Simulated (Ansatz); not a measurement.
# InGa2N3: the cost of one run

Computed with Ansatz 0.2.0 (DFT PBE, scalar-relativistic, plane waves, PAW, unless a step's input says otherwise).

## Step 1: The structure to begin with

The structure is orthorhombic, space group Cmc2_1 (No. 36). The conventional cell has a = 10.009 Å, b = 5.773 Å, c = 5.390 Å, α = 90.00°, β = 90.00°, γ = 90.00°. Around In (site symmetry m) lie 4 N at 2.18 to 2.19 Å. Around Ga (site symmetry 1) lie 4 N at 1.97 to 1.98 Å. Around N (site symmetry 1) lie 3 Ga at 1.97 to 1.98 Å and 1 In at 2.18 Å. N (site symmetry m) is surrounded by 2 Ga at 1.97 Å and 2 In at 2.18 to 2.19 Å.

As a file:

```cif
data_structure
_symmetry_space_group_name_H-M 'P 1'
_symmetry_Int_Tables_number 1
_cell_length_a 7.9013
_cell_length_b 7.9013
_cell_length_c 11.3616
_cell_angle_alpha 103.518
_cell_angle_beta 108.916
_cell_angle_gamma 101.404
_cell_volume 622.91
loop_
_atom_site_label
_atom_site_type_symbol
_atom_site_fract_x
_atom_site_fract_y
_atom_site_fract_z
_atom_site_occupancy
In1 In 0.83479 0.00515 0.83994 1
In2 In 0.08479 0.50515 0.58994 1
In3 In 0.33479 0.00515 0.33994 1
In4 In 0.58479 0.50515 0.08994 1
In5 In 0.53506 0.25515 0.79021 1
In6 In 0.03506 0.25515 0.29021 1
In7 In 0.78506 0.75515 0.54021 1
In8 In 0.28506 0.75515 0.04021 1
Ga1 Ga 0.75031 0.17418 0.58355 1
Ga2 Ga 0.50030 0.67418 0.83355 1
Ga3 Ga 0.25030 0.17418 0.08355 1
Ga4 Ga 0.00030 0.67418 0.33355 1
Ga5 Ga 0.15936 0.33324 0.83355 1
Ga6 Ga 0.40937 0.83324 0.58355 1
Ga7 Ga 0.65937 0.33324 0.33355 1
Ga8 Ga 0.90936 0.83324 0.08355 1
Ga9 Ga 0.87098 0.58324 0.79517 1
Ga10 Ga 0.12098 0.08324 0.54517 1
Ga11 Ga 0.37098 0.58324 0.29517 1
Ga12 Ga 0.62098 0.08324 0.04517 1
Ga13 Ga 0.21192 0.92418 0.79517 1
Ga14 Ga 0.46192 0.42418 0.54517 1
Ga15 Ga 0.71192 0.92418 0.29517 1
Ga16 Ga 0.96192 0.42418 0.04517 1
N1 N 0.34669 0.00081 0.98699 1
N2 N 0.84669 0.00081 0.48699 1
N3 N 0.59669 0.50081 0.73699 1
N4 N 0.09669 0.50081 0.23699 1
N5 N 0.98618 0.64031 0.98699 1
N6 N 0.23618 0.14031 0.73699 1
N7 N 0.48618 0.64031 0.48699 1
N8 N 0.73618 0.14031 0.23699 1
N9 N 0.95776 0.39031 0.70857 1
N10 N 0.70775 0.89031 0.95857 1
N11 N 0.45775 0.39031 0.20857 1
N12 N 0.20775 0.89031 0.45857 1
N13 N 0.06826 0.25081 0.95857 1
N14 N 0.31826 0.75081 0.70857 1
N15 N 0.56826 0.25081 0.45857 1
N16 N 0.81826 0.75081 0.20857 1
N17 N 0.69513 0.30231 0.99743 1
N18 N 0.19513 0.30231 0.49743 1
N19 N 0.94513 0.80231 0.74743 1
N20 N 0.44512 0.80231 0.24743 1
N21 N 0.62757 0.05231 0.67988 1
N22 N 0.37757 0.55231 0.92988 1
N23 N 0.12757 0.05231 0.17988 1
N24 N 0.87757 0.55231 0.42988 1
```

The runs take a perfect supercell of 48 atoms; the defect goes to fractional position (0.750, 0.174, 0.584).

## Step 2: The perfect supercell

Contents of input.yaml:

```yaml
crystal:
  lattice:
    - [5.004341, 2.886521, 5.390303]
    - [5.004341, -2.886521, -5.390303]
    - [-5.004341, 8.659562, -5.390303]
  atoms:
    - { symbol: In, position: [0.834792, 0.005152, 0.839943] }
    - { symbol: In, position: [0.084791, 0.505152, 0.589944] }
    - { symbol: In, position: [0.334791, 0.005152, 0.339944] }
    - { symbol: In, position: [0.584791, 0.505152, 0.089944] }
    - { symbol: In, position: [0.535057, 0.255152, 0.790208] }
    - { symbol: In, position: [0.035057, 0.255152, 0.290208] }
    - { symbol: In, position: [0.785057, 0.755152, 0.540208] }
    - { symbol: In, position: [0.285057, 0.755152, 0.040208] }
    - { symbol: Ga, position: [0.750306, 0.174183, 0.583547] }
    - { symbol: Ga, position: [0.500305, 0.674182, 0.833547] }
    - { symbol: Ga, position: [0.250305, 0.174182, 0.083547] }
    - { symbol: Ga, position: [0.000305, 0.674182, 0.333547] }
    - { symbol: Ga, position: [0.159365, 0.333242, 0.833547] }
    - { symbol: Ga, position: [0.409366, 0.833243, 0.583547] }
    - { symbol: Ga, position: [0.659366, 0.333243, 0.333547] }
    - { symbol: Ga, position: [0.909365, 0.833242, 0.083547] }
    - { symbol: Ga, position: [0.870982, 0.583242, 0.795165] }
    - { symbol: Ga, position: [0.120983, 0.083242, 0.545165] }
    - { symbol: Ga, position: [0.370983, 0.583243, 0.295165] }
    - { symbol: Ga, position: [0.620984, 0.083243, 0.045165] }
    - { symbol: Ga, position: [0.211922, 0.924182, 0.795165] }
    - { symbol: Ga, position: [0.461923, 0.424182, 0.545165] }
    - { symbol: Ga, position: [0.711923, 0.924182, 0.295165] }
    - { symbol: Ga, position: [0.961923, 0.424182, 0.045165] }
    - { symbol: "N", position: [0.346685, 0.00081, 0.986993] }
    - { symbol: "N", position: [0.846686, 0.000811, 0.486993] }
    - { symbol: "N", position: [0.596686, 0.500811, 0.736993] }
    - { symbol: "N", position: [0.096686, 0.500811, 0.236993] }
    - { symbol: "N", position: [0.986181, 0.640306, 0.986993] }
    - { symbol: "N", position: [0.236181, 0.140306, 0.736993] }
    - { symbol: "N", position: [0.486182, 0.640306, 0.486993] }
    - { symbol: "N", position: [0.736181, 0.140306, 0.236993] }
    - { symbol: "N", position: [0.957755, 0.390307, 0.708566] }
    - { symbol: "N", position: [0.707754, 0.890306, 0.958566] }
    - { symbol: "N", position: [0.457755, 0.390306, 0.208566] }
    - { symbol: "N", position: [0.207754, 0.890306, 0.458566] }
    - { symbol: "N", position: [0.068259, 0.250811, 0.958566] }
    - { symbol: "N", position: [0.318258, 0.75081, 0.708566] }
    - { symbol: "N", position: [0.568259, 0.250811, 0.458566] }
    - { symbol: "N", position: [0.818259, 0.75081, 0.208566] }
    - { symbol: "N", position: [0.695126, 0.302306, 0.99743] }
    - { symbol: "N", position: [0.195126, 0.302306, 0.49743] }
    - { symbol: "N", position: [0.945126, 0.802306, 0.74743] }
    - { symbol: "N", position: [0.445125, 0.802306, 0.24743] }
    - { symbol: "N", position: [0.62757, 0.052306, 0.679875] }
    - { symbol: "N", position: [0.377571, 0.552306, 0.929875] }
    - { symbol: "N", position: [0.12757, 0.052306, 0.179875] }
    - { symbol: "N", position: [0.877571, 0.552306, 0.429875] }
basis:
  ecutwfc: 420
  fft_grid_basis: typed
kpoints:
  mp_grid: { grid: [2, 2, 2] }
hamiltonian:
  xc: pbe
  pseudopotentials: { kind: paw }
scf:
  occupations: { method: gaussian, width: 0.05 }
output:
  forces: true
  stress: false
  eigenvalues: true
  bader: false
  write_density: true
  volumetric_format: npy
```

The run is started by

```
ansatz run input.yaml --threads 8 --pin off --max-ram 16384MiB --backend cpu --events-out ev --progress --plain --runs-dir out
```

**Question.** How long does this run take on 8 threads of Arm Neoverse N1, shared host, and how much memory does it need?

About 20 s, with a peak of 4.5 GiB.
